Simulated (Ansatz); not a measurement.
# Ti12CO: the cost of one run

Computed with Ansatz 0.2.0 (DFT PBE+D3(BJ), scalar-relativistic, plane waves, PAW, unless a step's input says otherwise).

2 further runs of the same task are left out: 2 set aside as unsound or not needed.

### Step 1. The structure to begin with

Symmetry: P6_3/mmc, No. 194, hexagonal system. Conventional cell: a = 2.886 Å, b = 2.886 Å, c = 4.574 Å, α = 90.00°, β = 90.00°, γ = 120.00°. Ti (site symmetry -6m2) has 12 Ti at 2.83 to 2.89 Å as nearest neighbours.

Coordinates:

```cif
data_structure
_symmetry_space_group_name_H-M 'P6_3/mmc'
_symmetry_Int_Tables_number 194
_cell_length_a 2.8862
_cell_length_b 2.8862
_cell_length_c 4.5740
_cell_angle_alpha 90.000
_cell_angle_beta 90.000
_cell_angle_gamma 120.000
_cell_volume 33.00
loop_
_atom_site_label
_atom_site_type_symbol
_atom_site_symmetry_multiplicity
_atom_site_Wyckoff_symbol
_atom_site_fract_x
_atom_site_fract_y
_atom_site_fract_z
_atom_site_occupancy
Ti1 Ti 2 c 0.33333 0.66667 0.25000 1
```

It is the result of an earlier relaxation at this level (volume 16.50 Å³/atom; gap on the mesh: none (metal)).

### Step 2. Plan of the scan

Atoms count from 1 in the order of the input.

CO (O end down) is moved over the surface cell at a fixed height above a rigid substrate; the origin of the map has the adsorbate above Ti11; the height is held at 3.70 Å.

First coordinate, position of O13 along the first surface vector, from above Ti11: 4 values from 0.00 to 0.75, periodic. Second coordinate, position of O13 along the second surface vector, from above Ti11: 4 values from 0.00 to 0.75, periodic.

Nothing else is relaxed. Points are written as (first, second).

The two vectors of the plane (Å): (2.886, 0.000, 0.000); (0.000, 4.574, 0.000).

### Step 3. Grid point (0/4, 0/4) of the map's two axes

A dipole layer in the vacuum cancels the field that periodic copies would set up if the slab's two faces differ.

input.yaml reads:

```yaml
crystal:
  lattice:
    - [5.7723543929, 0.0, 0.0]
    - [0.0, 4.5739693184, 0.0]
    - [0.0, 0.0, 24.9019456848]
  atoms:
    - { symbol: Ti, position: [0.0, 0.75, 0.1606300187] }
    - { symbol: Ti, position: [0.5, 0.75, 0.1606300187] }
    - { symbol: Ti, position: [0.25, 0.25, 0.1940879501] }
    - { symbol: Ti, position: [0.75, 0.25, 0.1940879501] }
    - { symbol: Ti, position: [0.25, 0.75, 0.2610038129] }
    - { symbol: Ti, position: [0.75, 0.75, 0.2610038129] }
    - { symbol: Ti, position: [0.0, 0.25, 0.2943786325] }
    - { symbol: Ti, position: [0.5, 0.25, 0.2943786325] }
    - { symbol: Ti, position: [0.0, 0.75, 0.358860035] }
    - { symbol: Ti, position: [0.5, 0.75, 0.358860035] }
    - { symbol: Ti, position: [0.25, 0.25, 0.3916138043] }
    - { symbol: Ti, position: [0.75, 0.25, 0.3916138043] }
    - { symbol: O, position: [0.25, 0.25, 0.5401965716] }
    - { symbol: C, position: [0.25, 0.25, 0.586377702] }
basis:
  ecutwfc: 420
kpoints:
  mp_grid: { grid: [5, 6, 1] }
hamiltonian:
  xc: pbe
  pseudopotentials: { kind: paw, azcp: { folder: soft_1 } }
  dispersion: d3bj
scf:
  occupations: { method: gaussian, width: 0.1 }
output:
  forces: true
  eigenvalues: true
efield:
  axis: 3
  dipole_correction: true
  ramp_width: 0.04
```

Started as:

```sh
> ansatz run input.yaml --threads 4 --pin off --max-ram 12288MiB --backend cpu --events-out ev --progress --plain --runs-dir out
```

What time and memory should one allow on 4 threads of AMD EPYC 7R13 (Zen 3), shared host?

About 39 s, with a peak of 1.7 GiB.
